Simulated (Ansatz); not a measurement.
# Y4C3: from a guess to a relaxed structure

The task: take a trial cell of Y4C3 to zero force and stress.

Computed with Ansatz 0.2.0 (DFT PBE, scalar-relativistic, plane waves, PAW, unless a step's input says otherwise).

### 1 The starting structure

Symmetry: Pm-3m, No. 221, cubic system. Conventional cell: a = 4.763 Å, b = 4.763 Å, c = 4.763 Å, α = 90.00°, β = 90.00°, γ = 90.00°. Y (site symmetry m-3m) has 6 C at 2.38 Å as nearest neighbours. Around Y (site symmetry 4/mmm) lie 4 C at 2.38 Å. C (site symmetry 4/mmm) has 6 Y at 2.38 Å as nearest neighbours.

As a file:

```cif
data_structure
_symmetry_space_group_name_H-M 'P 1'
_symmetry_Int_Tables_number 1
_cell_length_a 4.7626
_cell_length_b 4.7626
_cell_length_c 4.7626
_cell_angle_alpha 90.000
_cell_angle_beta 90.000
_cell_angle_gamma 90.000
_cell_volume 108.03
loop_
_atom_site_label
_atom_site_type_symbol
_atom_site_fract_x
_atom_site_fract_y
_atom_site_fract_z
_atom_site_occupancy
Y1 Y 0.50000 0.50000 0.50000 1
Y2 Y 0.50000 0.00000 0.00000 1
Y3 Y 0.00000 0.50000 0.00000 1
Y4 Y 0.00000 0.00000 0.50000 1
C1 C 0.50000 0.50000 0.00000 1
C2 C 0.00000 0.50000 0.50000 1
C3 C 0.50000 0.00000 0.50000 1
```

The cell is invented: species swapped into a database cell of W3N4 (Pm-3m, No. 221), with C on the W sites and Y on the N sites. Its size is a rough estimate.

### 2 A first look at the guess

File input.yaml:

```yaml
crystal:
  lattice:
    - [4.76261522, 0.0, 0.0]
    - [0.0, 4.76261522, 0.0]
    - [0.0, 0.0, 4.76261522]
  atoms:
    - { symbol: "Y", position: [0.5, 0.5, 0.5] }
    - { symbol: "Y", position: [0.5, 0.0, 0.0] }
    - { symbol: "Y", position: [0.0, 0.5, 0.0] }
    - { symbol: "Y", position: [0.0, 0.0, 0.5] }
    - { symbol: C, position: [0.5, 0.5, 0.0] }
    - { symbol: C, position: [0.0, 0.5, 0.5] }
    - { symbol: C, position: [0.5, 0.0, 0.5] }
basis:
  ecutwfc: 420
kpoints:
  mp_grid: { grid: [4, 4, 4] }
hamiltonian:
  xc: pbe
scf:
  occupations: { method: gaussian, width: 0.1 }
  lower_state_search: "off"
output:
  forces: true
  stress: true
  eigenvalues: true
```

Run with:

```bash
$ ansatz run input.yaml --threads 1 --pin off --max-ram 2048MiB --backend cpu --events-out ev --progress --plain --runs-dir out
```

Further runs follow: a loose first relaxation; full relaxation.

What does the calculation give? Wanted: conventional cell; volume; energy over the elements; gap on the mesh.

As calculated:

| quantity | value |
| --- | --- |
| symmetry at the end (tolerance 0.05 Å) | space group Pm-3m (No. 221) |
| conventional cell | a = 5.067 Å, b = 5.067 Å, c = 5.067 Å, α = 90.00°, β = 90.00°, γ = 90.00° |
| volume | 18.58 Å³/atom |
| energy over the elements | -0.14 eV/atom |
| gap on the mesh | none (metal) |

The space group Pm-3m (No. 221) is kept, and the volume per atom grows by 20.4 % from the first guess. A negative formation energy is needed for stability but isn't enough; other structures and compounds were not set against it here. No finished test with a distortion of lower symmetry is shown, so the end may be a saddle point.
